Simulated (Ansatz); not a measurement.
The system is SiNi2.

```xyz
12
Lattice="4.9900 0.0000 0.0000 0.0000 3.7200 0.0000 0.0000 0.0000 7.0300" Properties=species:S:1:pos:R:3 pbc="T T T"
Ni    1.6218    2.7900    6.5871
Ni    3.3683    0.9300    0.4429
Ni    0.8732    0.9300    3.0721
Ni    4.1167    2.7900    3.9579
Ni    2.2854    2.7900    2.0879
Ni    2.7046    0.9300    4.9421
Ni    0.2096    0.9300    5.6029
Ni    4.7804    2.7900    1.4271
Si    3.9221    2.7900    6.2286
Si    1.0679    0.9300    0.8014
Si    3.5629    0.9300    2.7136
Si    1.4271    2.7900    4.3164
```

* Program: Ansatz 0.2.0
* Task: relaxation of cell and atoms
* Functional: RPBE
* Potentials or basis: Ansatz PAW
* Cutoff: 420 eV (not typed: the program's choice for these potentials)
* k mesh: 6 × 7 × 4
* Occupations: fermi-dirac, width 0.05 eV
* Spin: collinear spin, ferromagnetic start
* Starting moments: [1.0, 1.0, 1.0, 1.0, 1.0, 1.0, 1.0, 1.0, 0.0, 0.0, 0.0, 0.0] μB

At the start: volume 10.87 Å³/atom.

Question: How do energy, volume and symmetry change on relaxing?

Answer: It ends after 7 steps and the volume is 11.31 Å³/atom (+4.0 %); space group Pnma (No. 62, to 0.05 Å); moment 0.00 μB per cell.

Step by step:
```
step  energy change (eV)  largest force (eV/Å)  volume (Å³)
   1              0.0000                0.3741       130.50
   2             -0.1106                0.2248       133.13
   3             -0.1477                0.0516       135.51
   4             -0.1480                0.0360       135.80
   5             -0.1486                0.0158       135.79
   6             -0.1487                0.0009       135.77
   7             -0.1506                0.0011       135.77
```

Final structure:
```
Ni Si
1.0
     5.08199    0.00000    0.00000
     0.00000    3.75526    0.00000
     0.00000    0.00000    7.11431
Ni Si
8 4
Direct
  0.33169 0.75000 0.93974
  0.66831 0.25000 0.06026
  0.16831 0.25000 0.43974
  0.83169 0.75000 0.56026
  0.45951 0.75000 0.29754
  0.54049 0.25000 0.70246
  0.04049 0.25000 0.79754
  0.95951 0.75000 0.20246
  0.78519 0.75000 0.88492
  0.21481 0.25000 0.11508
  0.71481 0.25000 0.38492
  0.28519 0.75000 0.61508
```

Caveat: the plane-wave basis is chosen anew once the cell has moved, so the energies of steps on either side of that aren't comparable; the PAW data sets come from PBE, with cores solved anew for the run's functional, which leaves a small shift of forces and pressure; the starting moments weren't kept.
